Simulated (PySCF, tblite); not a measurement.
# C6H11OP: geometry, infrared bands and NMR shifts

What infrared bands and NMR shifts should C6H11OP (`C=[P@]1(C)C(C)=C1OC`) show?

The runs use tblite 0.8.0 and PySCF 2.14.0, with density-fitted response routines of our own; the level of theory stands in each step. All values are computed, except where a source is named. Atoms are numbered from 0 throughout.

## 1. The molecule as given

19 atoms, charge 0, multiplicity 1; geometry from: force field or distance geometry start.

Bonds of the start (Å): C0–P1 1.74, P1–C2 1.79, P1–C3 1.66, C3–C4 1.46, C3–C5 1.31, C5–O6 1.38, O6–C7 1.42, C5–P1 1.89, C0–H8 1.10, C0–H9 1.10, C2–H10 1.10, C2–H11 1.08, C2–H12 1.09, C4–H13 1.09, C4–H14 1.10, C4–H15 1.10, C7–H16 1.09, C7–H17 1.09, C7–H18 1.10.

## 2. Relaxing the molecule with GFN2-xTB

Job settings and geometry (Å):

```
{"job": {"kind": "relax", "xc": "GFN2-xTB", "basis": "xTB"}, "charge": 0, "multiplicity": 1}
C     -2.096200     0.394700    -0.024400
P     -0.918700    -0.061400     1.174700
C     -1.101900    -1.845100     1.171600
C      0.621300     0.514200     0.953400
C      1.243100     1.801300     1.252300
C      0.434200    -0.176900    -0.143900
O      0.494000     0.470900    -1.358300
C      1.250100    -0.333600    -2.250400
H     -2.712400    -0.348800    -0.553600
H     -2.262600     1.456700    -0.268800
H     -2.068600    -2.105000     1.634200
H     -0.322600    -2.324800     1.753200
H     -1.114500    -2.273200     0.172600
H      2.065300     1.677700     1.959100
H      1.652500     2.274700     0.344700
H      0.512100     2.495400     1.690000
H      1.281700     0.178100    -3.216900
H      2.270800    -0.476600    -1.899300
H      0.762600    -1.308800    -2.397500
```

Launch:

```sh
OMP_NUM_THREADS=1 python probes_run.py task.json out
```

The driver reads the jobs from task.json and runs them one after another.

**Question.** This job is followed by: GFN2-xTB harmonic vibrations, gas phase; GIAO PBE0/pcSseg-1 NMR shielding, non-relativistic, gas phase. What will the session give for the following? strongest single infrared mode (GFN2-xTB); zero-point energy (GFN2-xTB); 13C shifts against TMS (PBE0/pcSseg-1); 1H shifts against TMS (PBE0/pcSseg-1, means over atoms taken as alike); 31P shifts against H3PO4 (PBE0/pcSseg-1); 17O shifts against H2O (PBE0/pcSseg-1).

**Answer**, as computed:

| quantity | value |
| --- | --- |
| strongest single infrared mode (GFN2-xTB) | 1233 cm⁻¹, 313 km/mol |
| zero-point energy (GFN2-xTB) | 93.8 kcal/mol |
| 13C shifts against TMS (PBE0/pcSseg-1) | 166.2, 142.2, 62.9, 22.8, 12.8, 8.7 ppm |
| 1H shifts against TMS (PBE0/pcSseg-1, means over atoms taken as alike) | 4.16, 2.08, 1.82, 0.34 ppm |
| 31P shifts against H3PO4 (PBE0/pcSseg-1) | -68.0 ppm |
| 17O shifts against H2O (PBE0/pcSseg-1) | 121.6 ppm |

**Reading.** The optimisation took 150 steps and gained 3.156 eV; among the close pairs (by a distance rule), P1–C3 changed most, from 1.659 to 1.847 Å. No mode is imaginary among the 51: a minimum at this level. The strongest single mode, at 1233 cm⁻¹, has its largest shares on C5, O6 and C3 (the list is cut at 3 atoms). Unscaled tight-binding wavenumbers are off by several per cent, some by more. Its intensities can rank the bands wrongly. The most deshielded carbon is C5 (alkene carbon bearing oxygen), at 166.2 ppm: an sp2 carbon further deshielded by the attached heteroatom. H16, H17, H18 (mean) (hydrogen on a methyl carbon bonded to O) lies farthest downfield among hydrogen, at 4.16 ppm; its carbon carries O, hence the downfield position. At PBE0/pcSseg-1: The largest span, 449 ppm, is at P1, where the paramagnetic term is -581 ppm.
